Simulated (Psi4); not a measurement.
**triplet SiHBr: levels of theory compared**

Aim: a comparison of 6 runs (UHF/STO-3G, UHF/3-21G, UB3LYP/6-31G*, U-wB97X-V/def2-TZVP, UDSD-PBEP86/def2-TZVP) of triplet SiHBr. 

Program for the calculation: Psi4 1.11.

**1. The molecule**

SiHBr has 3 atoms, charge 0, and is taken as a triplet. As SMILES of the parent species, `[SiH]Br`. The coordinates come from a PBE0-D4/def2-TZVP relaxation. That shape belongs to the parent species and isn't relaxed for this state.

Bond lengths: Si1–Br2 2.245 Å, Si1–H3 1.527 Å. Angles: Br2–Si1–H3 94.0°.

**2. A single-point energy at UHF/STO-3G (run 1)**

File run.py:

```python
import psi4

psi4.set_memory('1600 MB')
psi4.set_num_threads(1)
psi4.core.set_output_file('run.log', False)

molecule = psi4.geometry("""
0 3
Si
Br 1 2.244791
H 1 1.527153 2 93.97501
symmetry c1
""")

psi4.set_options({
    'basis': 'STO-3G',
    'reference': 'uhf',
    'puream': True,
    'e_convergence': 1e-09,
    'd_convergence': 1e-08,
    'scf_type': 'pk',
    'maxiter': 200,
})

energy_value, wavefunction = psi4.energy("scf", molecule=molecule, return_wfn=True)
psi4.oeprop(wavefunction, "MAYER_INDICES", "DIPOLE", "LOWDIN_CHARGES")
print(f'total energy {energy_value:.8f} hartree = {energy_value * 27.211386:.5f} eV')
```

Launch:

```console
$ python run.py
```

run.log:

```text
[...]
  Running in c1 symmetry.
[...]
  Nuclear repulsion =  126.973573387480513
[...]
  Multiplicity = 3
[...]
  Nalpha       = 26
  Nbeta        = 24
[...]
    Number of basis functions: 28
[...]
   @UHF iter   1: -2830.73280995444111   -2.16388e+00   6.26582e-03 ADIIS/DIIS
[...]
   @UHF iter  13: -2830.77709070857281   -1.81899e-12   4.67309e-09 DIIS
[...]
   @S^2 Observed:                2.003179652E+00
[...]
  @UHF Final Energy: -2830.77709070857281
   => Energetics <=
    Nuclear Repulsion Energy =            126.9735733874805135
    One-Electron Energy =               -4217.0773275814426597
    Two-Electron Energy =                1259.3266634853894175
    Total Energy =                      -2830.7770907085728140
  UHF NO Occupations:
  HONO-2 :   24  A 1.9985042
  HONO-1 :   25  A 1.0000000
[...]
 Multipole Moments:
 ------------------------------------------------------------------------------------
     Multipole            Electronic (a.u.)      Nuclear  (a.u.)        Total (a.u.)
 ------------------------------------------------------------------------------------
 L = 1.  Multiply by 2.5417464519 to convert [e a0] to [Debye]
 Dipole X            :          1.9122517           -1.5344713            0.3777804
 Dipole Y            :         -5.4580944            6.7627357            1.3046413
 Dipole Z            :          0.0000000            0.0000000            0.0000000
 Magnitude           :                                                    1.3582367
[...]
```

Standard output:

```text
total energy -2830.77709071 hartree = -77029.36810 eV
```

It took 3.3 s on 1 thread of Intel Xeon Platinum 8259CL at 2.50GHz (Skylake/Cascade Lake), shared host; peak memory 0.2 GiB.

**3. Energy and forces at UHF/3-21G (run 2)**

File brhsi.json:

```json
{
  "schema_name": "qcschema_input",
  "schema_version": 1,
  "molecule": {
    "schema_name": "qcschema_molecule",
    "schema_version": 2,
    "symbols": ["Si", "Br", "H"],
    "geometry": [-1.18051191, 0.98624806, -0.55954791, 2.53393376, 0.75872504, 1.47663199, -1.37401987, -1.86761633, -0.94221745],
    "molecular_charge": 0,
    "molecular_multiplicity": 3,
    "fix_symmetry": "c1"
  },
  "driver": "gradient",
  "model": {
    "method": "hf",
    "basis": "3-21G"
  },
  "keywords": {
    "reference": "uhf",
    "puream": true,
    "e_convergence": 1e-09,
    "d_convergence": 1e-08,
    "scf_type": "pk",
    "maxiter": 200,
    "scf_properties": ["DIPOLE", "WIBERG_LOWDIN_INDICES", "LOWDIN_CHARGES"]
  }
}
```

Launch:

```console
$ psi4 --qcschema brhsi.json -n 1 --memory 1600MB
```

stdout:

```text
[...]
  Running in c1 symmetry.
[...]
  Nuclear repulsion =  126.973584238758761
[...]
  Multiplicity = 3
[...]
  Nalpha       = 26
  Nbeta        = 24
[...]
    Number of basis functions: 37
[...]
   @UHF iter   1: -2847.90002202456162   -1.84254e+00   1.00344e-02 ADIIS/DIIS
[...]
   @UHF iter  14: -2847.97548215522283   -3.18323e-12   5.94930e-09 DIIS
[...]
   @S^2 Observed:                2.005827473E+00
[...]
  @UHF Final Energy: -2847.97548215522283
   => Energetics <=
    Nuclear Repulsion Energy =            126.9735842387587610
    One-Electron Energy =               -4223.5787022328368039
    Two-Electron Energy =                1248.6296358388551653
    Total Energy =                      -2847.9754821552223802
  UHF NO Occupations:
  HONO-2 :   24  A 1.9983068
  HONO-1 :   25  A 1.0000000
[...]
 Multipole Moments:
 ------------------------------------------------------------------------------------
     Multipole            Electronic (a.u.)      Nuclear  (a.u.)        Total (a.u.)
 ------------------------------------------------------------------------------------
 L = 1.  Multiply by 2.5417464519 to convert [e a0] to [Debye]
 Dipole X            :          5.7540484           -6.8355258           -1.0814774
 Dipole Y            :          1.4208113           -1.1682352            0.2525761
 Dipole Z            :          0.0000000           -0.0000000            0.0000000
 Magnitude           :                                                    1.1105801
[...]
  -Total Gradient:
     Atom            X                  Y                   Z
    ------   -----------------  -----------------  -----------------
       1        0.016122236435     0.028343945789    -0.000000000000
       2       -0.036228659351    -0.012932313449     0.000000000000
       3        0.020106422853    -0.015411632337     0.000000000000
[...]
```

The result, in JSON:

```text
{
 "driver": "gradient",
 "model": {
  "method": "hf",
  "basis": "3-21G"
 },
 "success": true,
 "return_result": [0.016122236434761614, 0.028343945789276154, -7.649533901315671e-16, -0.036228659351163234, -0.012932313449191789, 5.806793228930361e-16, 0.020106422852846435, -0.01541163233707965, 1.842740672408578e-16],
 "properties": {
  "calcinfo_nbasis": 37,
  "calcinfo_nmo": 37,
  "calcinfo_nalpha": 26,
  "calcinfo_nbeta": 24,
  "calcinfo_natom": 3,
  "nuclear_repulsion_energy": 126.97358423875876,
  "return_energy": -2847.975482155223,
  "return_gradient": [0.016122236434761614, 0.028343945789276154, -7.649533901315671e-16, -0.036228659351163234, -0.012932313449191789, 5.806793228930361e-16, 0.020106422852846435, -0.01541163233707965, 1.842740672408578e-16],
  "scf_one_electron_energy": -4223.578702232837,
  "scf_two_electron_energy": 1248.6296358388552,
  "scf_dipole_moment": [-1.0814774491458312, 0.252576055891891, 9.791372185170076e-16],
  "scf_total_energy": -2847.975482155223,
  "scf_total_gradient": [0.016122236434761614, 0.028343945789276154, -7.649533901315671e-16, -0.036228659351163234, -0.012932313449191789, 5.806793228930361e-16, 0.020106422852846435, -0.01541163233707965, 1.842740672408578e-16],
  "scf_iterations": 14
 }
}
```

Wall time 3.9 s (1 thread of Intel Xeon Platinum 8259CL at 2.50GHz (Skylake/Cascade Lake), shared host); peak memory 0.2 GiB.

Runs 3 to 5 aren't shown in full; the table further down has their settings and results.

**4. The energy at UDSD-PBEP86/def2-TZVP (density fitting for correlation) (run 6)**

File brhsi_ase.py:

```python
import numpy as np
from ase.calculators.psi4 import Psi4
from ase import Atoms

a = Atoms(['Si', 'Br', 'H'], positions=[
    [-0.624700, 0.521900, -0.296100],
    [1.340900, 0.401500, 0.781400],
    [-0.727100, -0.988300, -0.498600],
])
calc = Psi4(atoms=a, method='dsd-pbep86', basis='def2-TZVP', memory='1600MB', num_threads=1, charge=0, multiplicity=3, label='psi4-calc', reference='uks')
calc.psi4.set_options({'puream': True, 'e_convergence': 1e-09, 'd_convergence': 1e-08, 'scf_type': 'pk', 'dft_radial_points': 99, 'dft_spherical_points': 590, 'num_frozen_docc': 14, 'maxiter': 200})
a.calc = calc

print(f'energy: {a.get_potential_energy():.6f} eV')
```

Launch:

```console
$ python brhsi_ase.py
```

psi4-calc.dat:

```text
[...]
  Running in c1 symmetry.
[...]
  Nuclear repulsion =  126.973584171130398
[...]
  Multiplicity = 3
[...]
  Nalpha       = 26
  Nbeta        = 24
[...]
    Number of basis functions: 91
[...]
   @UKS iter   1: -2862.61188435398026   -1.71994e+00   1.44481e-02 DIIS/ADIIS
[...]
   @UKS iter  15: -2862.87249432596491   -4.09273e-12   5.80347e-09 DIIS
[...]
   @S^2 Observed:                2.008349869E+00
[...]
  @UKS Final Energy: -2862.87249432596491
   => Energetics <=
    Nuclear Repulsion Energy =            126.9735841711303976
    One-Electron Energy =               -4237.4287306842079488
    Two-Electron Energy =                1279.4603724769774544
    DFT Exchange-Correlation Energy =     -31.8777202898651773
    Empirical Dispersion Energy =           0.0000000000000000
    VV10 Nonlocal Energy =                  0.0000000000000000
    Total Energy =                      -2862.8724943259644533
[...]
 Multipole Moments:
 ------------------------------------------------------------------------------------
     Multipole            Electronic (a.u.)      Nuclear  (a.u.)        Total (a.u.)
 ------------------------------------------------------------------------------------
 L = 1.  Multiply by 2.5417464519 to convert [e a0] to [Debye]
 Dipole X            :          5.3607302           -5.9314074           -0.5706772
 Dipole Y            :          1.2737019           -1.1640941            0.1096078
 Dipole Z            :          3.0932658           -3.3988936           -0.3056278
 Magnitude           :                                                    0.6565780
[...]
```

On the terminal:

```text
energy: -77907.689333 eV
```

Run time: 18 s. Hardware: 1 thread of Intel Xeon Platinum 8259CL at 2.50GHz (Skylake/Cascade Lake), shared host; peak memory 0.77 GiB.

**5. Overview of the runs**

| run | level | task | integration grid | energy (Eh) | dipole moment (D) | HOMO energy (eV) | LUMO energy (eV) | wall time |
| --- | --- | --- | --- | --- | --- | --- | --- | --- |
| 1 | UHF/STO-3G | energy | – | -2830.777091 | 3.45 | -5.41 | 3.33 | 3.3 s |
| 2 | UHF/3-21G | gradient | – | -2847.975482 | 2.82 | -8.42 | -0.93 | 3.9 s |
| 3 | UB3LYP/6-31G* (spherical functions) | energy | 99 radial × 590 angular | -2863.896044 | 1.37 | -5.23 | -4.95 | 13 s |
| 4 | UB3LYP/6-31G* (Cartesian functions) | energy | 99 radial × 590 angular | -2863.906371 | 1.37 | -5.23 | -4.95 | 13 s |
| 5 | U-wB97X-V/def2-TZVP | energy | 99 radial × 590 angular | -2863.894733 | 1.34 | -7.66 | -2.76 | 50 s |
| 6 | UDSD-PBEP86/def2-TZVP (density fitting for correlation) | energy | 99 radial × 590 angular | -2863.054799 | – | -7.39 | -2.29 | 18 s |

**6. Summary of results**

| quantity | value |
| --- | --- |
| run 6: total energy | -2863.05480 Eh |
| run 6: HOMO energy (SCF part's orbitals) (highest over α and β) | -7.39 eV |
| run 6: LUMO energy (SCF part's orbitals) (lowest over α and β) | -2.29 eV |
| run 6: ⟨S²⟩ | 2.008 |

Over runs 1, 2, 3, 4, 5 the dipole moment (its size) runs from 1.34 D (U-wB97X-V/def2-TZVP) to 3.45 D (UHF/STO-3G). The two ends differ in method and basis. Totals of different functionals can't be ranked against each other. In run 1 the basis is minimal, so the values are rough. All runs together took 1.7 min, the longest 50 s.
